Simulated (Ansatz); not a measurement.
# AsH7SSi2: one species, many methods

How much do the methods differ for AsH7SSi2? The plan is to run it at one geometry with functionals of several rungs and with coupled cluster, and see how far each lands from CCSD(T) at the basis-set limit for the atomisation energy.

Computed with Ansatz 0.2.0, Gaussian basis. Level: functionals in def2-TZVPP, the program's frozen cores in correlated methods.

Plan: PBE-D4, r2SCAN-D4, PBE0-D4, B3LYP-D4, ωB97X-V, ωB97M-V, B2PLYP; CCSD(T)/def2-TZVPP; MP2/def2-QZVPP; extrapolation to the limit.

### Step 1. The relaxed structure

An earlier PBE0-D4 in a triple-zeta def2 set relaxation fixed the geometry.

SMILES `[SiH3][SiH](S)[AsH2]`, 11 atoms, charge 0, spin multiplicity 1.

Atoms are counted from 1 here; the program's logs count them from 0.

Bond lengths: Si1–Si2 2.335 Å, Si1–H5 1.488 Å, Si1–H6 1.488 Å, Si1–H7 1.487 Å, Si2–S3 2.145 Å, Si2–As4 2.368 Å, Si2–H8 1.490 Å, S3–H9 1.345 Å, As4–H10 1.522 Å, As4–H11 1.524 Å. Angles: Si2–Si1–H5 108.3°, Si2–Si1–H6 112.0°, Si2–Si1–H7 109.0°, H5–Si1–H6 109.1°, H5–Si1–H7 109.1°, H6–Si1–H7 109.3°, Si1–Si2–S3 106.4°, Si1–Si2–As4 113.0°, Si1–Si2–H8 110.8°, S3–Si2–As4 109.3°, S3–Si2–H8 110.7°, As4–Si2–H8 106.7°, Si2–S3–H9 95.3°, Si2–As4–H10 92.3°, Si2–As4–H11 92.3°, H10–As4–H11 92.6°.

Coordinates:

```xyz
11

Si   -1.10901    1.34798   -0.27736
Si   -0.05317   -0.55520    0.56801
S     1.09302    0.08984    2.26234
As    1.38583   -1.58829   -1.00365
H    -1.93541    0.94441   -1.44649
H    -1.98339    1.99739    0.73578
H    -0.07444    2.31710   -0.72555
H    -1.05575   -1.58181    0.97034
H     1.63262   -1.11559    2.51470
H     1.88219   -0.24713   -1.52443
H     0.28280   -1.66570   -2.05308
```

### Step 2. PBE-D4 (GGA)

in.yaml reads:

```yaml
crystal:
  periodic: [false, false, false]
  atoms:
    - {symbol: Si, position_ang: [-1.109005, 1.347978, -0.277357]}
    - {symbol: Si, position_ang: [-0.053174, -0.555203, 0.568014]}
    - {symbol: S, position_ang: [1.093025, 0.089841, 2.262335]}
    - {symbol: As, position_ang: [1.385828, -1.588290, -1.003654]}
    - {symbol: H, position_ang: [-1.935410, 0.944414, -1.446490]}
    - {symbol: H, position_ang: [-1.983394, 1.997394, 0.735776]}
    - {symbol: H, position_ang: [-0.074441, 2.317102, -0.725554]}
    - {symbol: H, position_ang: [-1.055751, -1.581813, 0.970342]}
    - {symbol: H, position_ang: [1.632622, -1.115594, 2.514695]}
    - {symbol: H, position_ang: [1.882194, -0.247131, -1.524430]}
    - {symbol: H, position_ang: [0.282805, -1.665698, -2.053078]}
basis:
  gaussian: {orbitals: def2-TZVPP}
hamiltonian: {xc: pbe, dispersion: d4}
output: {forces: true, orbitals: {seedname: orbitals}}
```

Run with:

```console
> ansatz run in.yaml --threads 4 --pin off --events-out ev --progress --plain --max-ram 10444MiB
```

The runs that follow: r2SCAN-D4 (meta-GGA); PBE0-D4 (hybrid); B3LYP-D4 (hybrid); ωB97X-V (range-separated); ωB97M-V (range-separated); B2PLYP (double hybrid); CCSD(T) in def2-TZVPP; MP2 in def2-QZVPP.

Q: Predict the results of all the runs planned. Wanted: atomisation energy, CCSD(T)/CBS; farthest; mean size of error, hybrid; mean size of error, range-separated; gap, smallest and largest; T1 diagnostic; triples share of the correlation energy.

As calculated:

| quantity | value |
| --- | --- |
| atomisation energy, CCSD(T)/CBS | 3076.5 kJ/mol |
| functionals within 30.8 kJ/mol (1.0 %) | PBE-D4, r2SCAN-D4, B3LYP-D4, ωB97M-V |
| farthest | B2PLYP (-65.9 kJ/mol) |
| mean size of error, hybrid | 16.6 kJ/mol |
| mean size of error, range-separated | 21.8 kJ/mol |
| gap, smallest and largest | 4.76 eV (PBE-D4), 10.80 eV (ωB97X-V) |
| T1 diagnostic | 0.0122 |
| triples share of the correlation energy | 3.9 % |

In words: PBE-D4 is off by -13.0 kJ/mol. Double hybrids carry the basis error of their MP2 part in triple zeta, and no dispersion term here, so their miss is partly the set-up's. Misses under about 30.8 kJ/mol are within the doubt on the reference itself, which lacks core-valence correlation, relativity and higher excitations, and its outer-core shells are covered unevenly. Hartree-Fock recovers 72 % of the binding; the rest is correlation. Orbital gaps span 4.8 to 10.8 eV; exact exchange widens them. Correlated methods include outer-core shells of As, which these sets cover unevenly.
